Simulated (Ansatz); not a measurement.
# BFGeH6OSi: up Jacob's ladder to CCSD(T)

The task here is to estimate one member of a computed series from the others.

Method: functionals in def2-TZVPP, the program's frozen cores in correlated methods; program: Ansatz 0.2.0, Gaussian basis.

Levels to be run: PBE-D4, r2SCAN-D4, PBE0-D4, B3LYP-D4, ωB97X-V, ωB97M-V, B2PLYP; CCSD(T)/def2-TZVPP; MP2/def2-QZVPP; extrapolation to the limit.

## Structure used throughout

An earlier PBE0-D4 in a triple-zeta def2 set relaxation fixed the geometry.

SMILES `O[B](F)[GeH2][SiH3]`, 11 atoms, charge 0, spin multiplicity 1.

Atoms are counted from 1 here; the program's logs count them from 0.

Bond lengths: O1–B2 1.348 Å, O1–H6 0.959 Å, B2–F3 1.327 Å, B2–Ge4 2.082 Å, Ge4–Si5 2.380 Å, Ge4–H7 1.539 Å, Ge4–H8 1.545 Å, Si5–H9 1.487 Å, Si5–H10 1.486 Å, Si5–H11 1.487 Å. Angles: B2–O1–H6 113.8°, O1–B2–F3 116.1°, O1–B2–Ge4 125.0°, F3–B2–Ge4 118.9°, B2–Ge4–Si5 111.5°, B2–Ge4–H7 110.4°, B2–Ge4–H8 109.7°, Si5–Ge4–H7 109.0°, Si5–Ge4–H8 108.8°, H7–Ge4–H8 107.4°, Ge4–Si5–H9 109.7°, Ge4–Si5–H10 109.8°, Ge4–Si5–H11 110.6°, H9–Si5–H10 108.8°, H9–Si5–H11 108.8°, H10–Si5–H11 109.1°.

Set-up of the first run:

File in.yaml:

```yaml
crystal:
  periodic: [false, false, false]
  atoms:
    - {symbol: O, position_ang: [0.878140, -0.165061, 2.664445]}
    - {symbol: B, position_ang: [1.100369, -0.434551, 1.362545]}
    - {symbol: F, position_ang: [2.370153, -0.446348, 0.977963]}
    - {symbol: Ge, position_ang: [-0.383844, -0.786135, -0.054007]}
    - {symbol: Si, position_ang: [-0.477264, 0.957394, -1.671387]}
    - {symbol: H, position_ang: [-0.049384, -0.174291, 2.909541]}
    - {symbol: H, position_ang: [-0.131920, -2.123342, -0.772746]}
    - {symbol: H, position_ang: [-1.757227, -0.889749, 0.645324]}
    - {symbol: H, position_ang: [-0.772220, 2.250504, -0.998172]}
    - {symbol: H, position_ang: [0.829839, 1.068338, -2.369699]}
    - {symbol: H, position_ang: [-1.541443, 0.686240, -2.673305]}
basis:
  gaussian: {orbitals: def2-TZVPP}
hamiltonian: {xc: pbe, dispersion: d4}
output: {forces: true, orbitals: {seedname: orbitals}}
```

The run is started by

```sh
> ansatz run in.yaml --threads 4 --pin off --events-out ev --progress --plain --max-ram 10444MiB
```

Among the steps run: PBE-D4 (GGA); r2SCAN-D4 (meta-GGA); PBE0-D4 (hybrid); B3LYP-D4 (hybrid); ωB97X-V (range-separated); ωB97M-V (range-separated); B2PLYP (double hybrid); CCSD(T) in def2-TZVPP; MP2 in def2-QZVPP.

One of the session's tables, all rows but one given; the rest of the session is left out.

It belongs to the step «Atomisation energies». 

| method | atomisation energy (eV) |
| --- | --- |
| PBE-D4 | 39.008 |
| r2SCAN-D4 | 38.973 |
| PBE0-D4 | 38.450 |
| B3LYP-D4 | 38.613 |
| ωB97X-V | ? |
| ωB97M-V | 38.741 |
| B2PLYP | 38.291 |
| HF/def2-TZVPP | 28.876 |
| MP2/def2-TZVPP | 38.435 |
| CCSD/def2-TZVPP | 37.469 |
| CCSD(T)/def2-TZVPP | 37.972 |
| MP2/CBS | 39.324 |
| CCSD(T)/CBS | 38.861 |

Q: Estimate the row for ωB97X-V from the others.

**Answer.** atomisation energy (eV): 38.971. In the column «atomisation energy (eV)» it lies between CCSD(T)/CBS (38.861) and r2SCAN-D4 (38.973).
